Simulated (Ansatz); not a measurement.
# ZrWS3: the cost of one run

Method: DFT PBE, scalar-relativistic, plane waves, PAW, in Ansatz 0.2.0.

1 further run of the same task is left out (set aside as unsound or not needed).

### 1 The system as given

Symmetry: Amm2, No. 38, orthorhombic system. Conventional cell: a = 5.644 Å, b = 5.969 Å, c = 6.794 Å, α = 90.00°, β = 90.00°, γ = 90.00°. Zr (site symmetry mm2) has 2 S at 2.11 Å as nearest neighbours. W (site symmetry mm2) has 1 S at 1.74 Å as nearest neighbours. S (site symmetry m) is surrounded by 1 Zr at 2.11 Å and 1 S at 2.19 Å. S (site symmetry mm2) has 1 W at 1.74 Å as nearest neighbours.

As a file:

```
CELL_PARAMETERS angstrom
5.64416 0.00000 0.00000
0.00000 2.98436 3.39688
0.00000 -2.98436 3.39688
ATOMIC_POSITIONS crystal
Zr 0.50000 0.44785 0.44785
W 0.00000 0.49967 0.49967
S 0.69439 0.18206 0.18206
S 0.30561 0.18206 0.18206
S 0.00000 0.75577 0.75577
```

Recipe of the guess: random cell by space group and Wyckoff sites (Amm2, No. 38). Lengths come from tabulated atomic sizes and are only a guess.

### 2 Probe: one point on a coarse mesh

The input, input.yaml:

```yaml
crystal:
  lattice:
    - [5.64415883, 0.0, 0.0]
    - [0.0, 2.98435613, 3.39688443]
    - [0.0, -2.98435613, 3.39688443]
  atoms:
    - { symbol: Zr, position: [0.5, 0.44784915, 0.44784915] }
    - { symbol: W, position: [0.0, 0.49966507, 0.49966507] }
    - { symbol: S, position: [0.694386, 0.18206166, 0.18206166] }
    - { symbol: S, position: [0.305614, 0.18206166, 0.18206166] }
    - { symbol: S, position: [0.0, 0.75576568, 0.75576568] }
basis:
  ecutwfc: 420
kpoints:
  mp_grid: { grid: [4, 4, 4] }
hamiltonian:
  xc: pbe
scf:
  occupations: { method: gaussian, width: 0.1 }
  lower_state_search: "off"
output:
  forces: true
  stress: true
  eigenvalues: true
```

The run is started by

```sh
> ansatz run input.yaml --threads 1 --pin off --max-ram 2560MiB --backend cpu --events-out ev --progress --plain --runs-dir out
```

**Question.** How long does this run take on 1 thread of Arm Neoverse V2, shared host, and how much memory does it need?

About 5 s, with a peak of 0.35 GiB.
